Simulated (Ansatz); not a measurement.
**La2Zn5Pb: a short molecular-dynamics run**

A trajectory of La2Zn5Pb, a randomly packed cell with 16 atoms that was not relaxed first: 60 steps of 0.5 fs under a Nosé-Hoover thermostat at 300 K.

Program: Ansatz 0.2.0. Level of theory: DFT PBE, plane waves, PAW, scalar-relativistic, no spin polarisation. These are calculated values, not measurements.

### 1 The starting structure

The cell holds 16 atoms (La4Pb2Zn10): a = 8.057 Å, b = 7.204 Å, c = 6.640 Å, α = 74.72°, β = 87.63°, γ = 95.97°.

As a file:

```xyz
16
Lattice="7.9741 -0.5935 -0.9859 -0.1064 7.1375 0.9693 1.1450 0.9038 6.4777" Properties=species:S:1:pos:R:3 pbc="T T T"
La    1.3546    2.9737    2.1560
La    4.9873    0.5815   -0.4539
La    5.7053    5.9739    3.4317
La    3.6111    3.7623    5.1199
Pb    8.6790    2.0869    4.2573
Pb    7.9242    6.5741    5.5360
Zn    6.2859    2.0449    2.0729
Zn    4.1918    3.0623    1.1291
Zn    7.7726    3.9894    5.8194
Zn    0.8898    5.4344    4.6388
Zn    4.4109    1.2711    3.5610
Zn    2.0282    0.6622    3.9565
Zn    2.9832    7.1397    2.7708
Zn    2.4568    6.3375    6.8821
Zn    0.4716    7.2033    2.7529
Zn    7.1938    4.4675    1.3454
```

### 2 The run

Contents of input.yaml:

```yaml
crystal:
  lattice:
    - [7.974138, -0.593548, -0.985932]
    - [-0.106363, 7.137527, 0.969332]
    - [1.145034, 0.903843, 6.477729]
  atoms:
    - { symbol: La, position: [0.132777, 0.390357, 0.294635] }
    - { symbol: La, position: [0.626428, 0.132886, 0.005388] }
    - { symbol: La, position: [0.653923, 0.827331, 0.505496] }
    - { symbol: La, position: [0.347708, 0.457922, 0.774783] }
    - { symbol: Pb, position: [0.982201, 0.277162, 0.765247] }
    - { symbol: Pb, position: [0.882585, 0.886015, 0.856369] }
    - { symbol: Zn, position: [0.736635, 0.298699, 0.387428] }
    - { symbol: Zn, position: [0.505201, 0.447727, 0.184194] }
    - { symbol: Zn, position: [0.84498, 0.508797, 0.950835] }
    - { symbol: Zn, position: [0.03194, 0.685739, 0.618367] }
    - { symbol: Zn, position: [0.468884, 0.141101, 0.599981] }
    - { symbol: Zn, position: [0.163974, 0.026411, 0.631796] }
    - { symbol: Zn, position: [0.33962, 0.986526, 0.331804] }
    - { symbol: Zn, position: [0.178784, 0.779566, 0.972987] }
    - { symbol: Zn, position: [0.031421, 0.975898, 0.283734] }
    - { symbol: Zn, position: [0.876433, 0.668275, 0.241085] }
kpoints:
  mp_grid: { grid: [2, 2, 3] }
magnetization:
  spin_polarized: false
scf:
  occupations: { method: fermi_dirac, width: 0.1 }
hamiltonian:
  pseudopotentials: { kind: paw }
  xc: pbe
basis:
  ecutwfc: 420
md:
  timestep: 0.5
  n_steps: 60
  ensemble: nvt_nose_hoover
  temperature: 300.0
  initial_velocities: maxwell_boltzmann
  seed: 533210
```

On the command line:

```sh
> ansatz run input.yaml --threads 2 --pin off --max-ram 2560MiB --backend cpu --events-out ev --progress --plain --runs-dir out
```

Q: Predict the outcome of this session. Wanted: temperature, first and last step; temperature, second half; potential energy, second half; largest change of the conserved energy; mean square displacement, second half.

As calculated:

| quantity | value |
| --- | --- |
| length | 60 steps of 0.5 fs |
| temperature, first and last step | 300 and 626 K |
| temperature, second half | mean 530 K, from 432 to 626 K |
| potential energy, second half | -28 meV/atom from the start |
| largest change of the conserved energy | 0.00 meV/atom |
| mean square displacement, second half | Zn 0.008, La 0.004, Pb 0.001 Å² |

In words: Against a set 300 K the second half averages 530 K, going from 432 to 626 K over that half; the potential energy of that half lies 28 meV/atom under the start, so the atoms have moved to lower-lying arrangements, and the energy set free heats the cell. The conserved energy strays from its start by at most 0.00 meV/atom, under 0.1 % of the mean kinetic energy, so a step of 0.5 fs is short enough over this time. Over the second half Zn atoms stand 0.1 Å (root mean square) from where they began, and the farthest move is 0.2 Å. Averages from a run of 30 fs with 16 atoms are rough. The k-mesh is coarse.
